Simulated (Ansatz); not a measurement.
**ClH7OSi2: a nudged elastic band, and a look at its input**

Aim: a nudged elastic band from the structure below. Read the input with care, then see what the program makes of it. The step meant is a four-centre ligand exchange at charge 0 and multiplicity 1, which changes Si1–Cl8, H2–H7, Si1–H2, H7–Cl8.

The runs use Ansatz 0.2.0, Gaussian basis; PBE0-D4/def2-SVP.

### 1 The structure

```csv
atom,x (Å),y (Å),z (Å)
Si1,-1.0469,0.8917,-0.8011
H2,-0.0267,1.9367,-1.1121
O3,-0.3089,-0.5467,-0.6196
Si4,0.2614,-1.7024,0.3929
H5,-1.9967,0.8166,-1.9368
H6,-1.7601,1.2869,0.4407
H7,1.5224,1.9543,0.2462
Cl8,2.0742,1.5343,1.3260
H9,-0.0812,-1.3679,1.7990
H10,1.7321,-1.8086,0.2396
H11,-0.3697,-2.9949,0.0251
```

### 2 The run

run/in.yaml reads:

```yaml
crystal:
  periodic: [false, false, false]
  atoms:
    - {symbol: Si, position_ang: [-1.046943, 0.891723, -0.801064]}
    - {symbol: H, position_ang: [-0.026658, 1.936684, -1.112110]}
    - {symbol: O, position_ang: [-0.308944, -0.546687, -0.619569]}
    - {symbol: Si, position_ang: [0.261409, -1.702389, 0.392867]}
    - {symbol: H, position_ang: [-1.996651, 0.816634, -1.936798]}
    - {symbol: H, position_ang: [-1.760128, 1.286854, 0.440699]}
    - {symbol: H, position_ang: [1.522441, 1.954321, 0.246163]}
    - {symbol: Cl, position_ang: [2.074182, 1.534328, 1.326047]}
    - {symbol: H, position_ang: [-0.081212, -1.367863, 1.798973]}
    - {symbol: H, position_ang: [1.732080, -1.808589, 0.239553]}
    - {symbol: H, position_ang: [-0.369679, -2.994916, 0.025139]}
basis:
  gaussian: {orbitals: def2-SVP}
hamiltonian: {xc: pbe0, dispersion: d4}
neb:
  images: 5
  climbing: true
  max_iterations: 30
  initial_path: idpp
  f_tol: 2.0
  final_atoms:
    - {symbol: Si, position_ang: [-1.254932, 0.994735, 0.543133]}
    - {symbol: H, position_ang: [1.265731, 0.844187, -2.107652]}
    - {symbol: O, position_ang: [-0.728400, -0.528080, 0.410826]}
    - {symbol: Si, position_ang: [0.499327, -1.599449, 0.216576]}
    - {symbol: H, position_ang: [-1.626037, 1.528696, -0.784434]}
    - {symbol: H, position_ang: [-2.384127, 1.033851, 1.494280]}
    - {symbol: H, position_ang: [1.430807, 1.304416, -1.542936]}
    - {symbol: Cl, position_ang: [0.231113, 2.197723, 1.292800]}
    - {symbol: H, position_ang: [0.180288, -2.809839, 1.011172]}
    - {symbol: H, position_ang: [1.775486, -1.005219, 0.684698]}
    - {symbol: H, position_ang: [0.610643, -1.960920, -1.218563]}
```

The run is started by

```bash
ansatz run in.yaml --threads 4 --pin off --events-out ev --progress --plain --max-ram 9574MiB
```

What does the calculation give? Wanted: this run.

The runs gave:

```
quantity                value
this run            converged
   fault  tolerance too loose
```

**Reading.** The force tolerance of 2 eV/Å lets the band stop early, so its barrier is not a converged value.
